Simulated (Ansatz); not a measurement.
# C6H10FNO2Zr: small, medium and large basis sets

An exercise on one series of results from a longer session: the logs are not shown, and one member is left open.

The runs use Ansatz 0.2.0, Gaussian basis; one geometry, several basis sets.

Plan: PBE0-D4/def2-SVP; ωB97M-V/def2-SVP; PBE0-D4/def2-QZVPP; ωB97M-V/def2-QZVPP; the functionals' def2-TZVPP values are taken from earlier runs.

1 further run of the same task is left out (for a known fault of the program).

### The geometry

The geometry comes from an earlier relaxation with PBE0-D4 in a triple-zeta def2 set; it is a stationary point, not always the lowest conformer. Zr takes the def2 core potential; no spin-orbit term is included.

21 atoms, charge 0, spin multiplicity 1.

Atoms are counted from 1 here; the program's logs count them from 0.

Bond lengths: C1–O2 1.383 Å, C1–H12 1.096 Å, C1–H13 1.098 Å, C1–H14 1.097 Å, O2–Zr3 1.929 Å, Zr3–N4 2.053 Å, Zr3–O5 1.945 Å, Zr3–C6 2.527 Å, Zr3–C7 2.532 Å, Zr3–C8 2.555 Å, Zr3–C9 2.557 Å, Zr3–C11 2.547 Å, N4–H15 1.008 Å, N4–H16 1.012 Å, O5–H17 0.952 Å, C6–C7 1.409 Å, C6–C11 1.414 Å, C6–H18 1.079 Å and more. Angles: O2–C1–H12 110.6°, O2–C1–H13 111.4°, O2–C1–H14 110.8°, H12–C1–H13 107.8°, H12–C1–H14 108.1°, H13–C1–H14 107.9°, C1–O2–Zr3 163.9°, O2–Zr3–N4 106.1°, O2–Zr3–O5 103.8°, O2–Zr3–C6 108.1°, O2–Zr3–C7 139.2°, O2–Zr3–C8 132.0°, O2–Zr3–C9 100.3°, O2–Zr3–C11 86.9°, N4–Zr3–O5 106.8°, N4–Zr3–C6 85.3°, N4–Zr3–C7 85.0°, N4–Zr3–C8 114.4° and more.

As a file:

| atom | x (Å) | y (Å) | z (Å) |
| --- | --- | --- | --- |
| C1 | 0.0749 | -2.8084 | 1.3696 |
| O2 | -0.4467 | -1.5737 | 1.0298 |
| Zr3 | -0.7196 | 0.1771 | 0.2666 |
| N4 | -2.1762 | -0.0444 | -1.1634 |
| O5 | -1.5115 | 1.1990 | 1.7203 |
| C6 | 0.8627 | 0.4395 | -1.6857 |
| C7 | 0.3765 | 1.7322 | -1.4046 |
| C8 | 0.8735 | 2.1324 | -0.1431 |
| C9 | 1.6737 | 1.0764 | 0.3211 |
| F10 | 2.3328 | 1.0724 | 1.4783 |
| C11 | 1.6695 | 0.0197 | -0.6028 |
| H12 | -0.0563 | -3.0015 | 2.4406 |
| H13 | 1.1487 | -2.8641 | 1.1467 |
| H14 | -0.4276 | -3.6095 | 0.8144 |
| H15 | -2.1607 | 0.1810 | -2.1453 |
| H16 | -3.0820 | -0.4346 | -0.9361 |
| H17 | -1.6757 | 1.9930 | 2.2191 |
| H18 | 0.6467 | -0.1442 | -2.5675 |
| H19 | -0.2788 | 2.3161 | -2.0328 |
| H20 | 0.6890 | 3.0627 | 0.3707 |
| H21 | 2.1872 | -0.9209 | -0.4957 |

Set-up of the first run:

Input file in.yaml:

```yaml
crystal:
  periodic: [false, false, false]
  atoms:
    - {symbol: C, position_ang: [0.074869, -2.808363, 1.369592]}
    - {symbol: O, position_ang: [-0.446739, -1.573724, 1.029826]}
    - {symbol: Zr, position_ang: [-0.719577, 0.177126, 0.266618]}
    - {symbol: N, position_ang: [-2.176237, -0.044442, -1.163443]}
    - {symbol: O, position_ang: [-1.511502, 1.198962, 1.720283]}
    - {symbol: C, position_ang: [0.862721, 0.439507, -1.685692]}
    - {symbol: C, position_ang: [0.376467, 1.732166, -1.404627]}
    - {symbol: C, position_ang: [0.873547, 2.132351, -0.143133]}
    - {symbol: C, position_ang: [1.673738, 1.076402, 0.321100]}
    - {symbol: F, position_ang: [2.332774, 1.072436, 1.478338]}
    - {symbol: C, position_ang: [1.669524, 0.019735, -0.602785]}
    - {symbol: H, position_ang: [-0.056338, -3.001485, 2.440595]}
    - {symbol: H, position_ang: [1.148657, -2.864140, 1.146660]}
    - {symbol: H, position_ang: [-0.427610, -3.609512, 0.814361]}
    - {symbol: H, position_ang: [-2.160676, 0.180957, -2.145299]}
    - {symbol: H, position_ang: [-3.081974, -0.434600, -0.936144]}
    - {symbol: H, position_ang: [-1.675727, 1.992991, 2.219106]}
    - {symbol: H, position_ang: [0.646677, -0.144196, -2.567542]}
    - {symbol: H, position_ang: [-0.278843, 2.316090, -2.032836]}
    - {symbol: H, position_ang: [0.689038, 3.062679, 0.370700]}
    - {symbol: H, position_ang: [2.187202, -0.920941, -0.495686]}
basis:
  gaussian: {orbitals: def2-SVP}
hamiltonian: {xc: pbe0, dispersion: d4}
output: {orbitals: {seedname: orbitals}}
```

Run with:

```
ansatz run in.yaml --threads 4 --pin off --events-out ev --progress --plain --max-ram 46080MiB --backend cpu
```

Among the steps run: PBE0-D4 in def2-SVP; ωB97M-V in def2-SVP; PBE0-D4 in def2-QZVPP; ωB97M-V in def2-QZVPP.

One table of the session follows, with a row left open; its other results are not shown here.

It belongs to the step «Functionals by basis». 

```
functional       basis  HOMO (eV)  LUMO (eV)
   PBE0-D4    def2-SVP      -6.54       0.25
   PBE0-D4  def2-TZVPP      -6.69       0.08
   PBE0-D4  def2-QZVPP          ?          ?
   ωB97M-V    def2-SVP      -8.86       1.51
   ωB97M-V  def2-TZVPP      -9.01       1.09
   ωB97M-V  def2-QZVPP      -9.05       0.71
```

Q: Estimate the row for PBE0-D4, def2-QZVPP from the others.

The run gave: HOMO (eV): -6.73; LUMO (eV): -0.01. In the column «HOMO (eV)» it lies between ωB97M-V, def2-SVP (-8.86) and PBE0-D4, def2-TZVPP (-6.69).
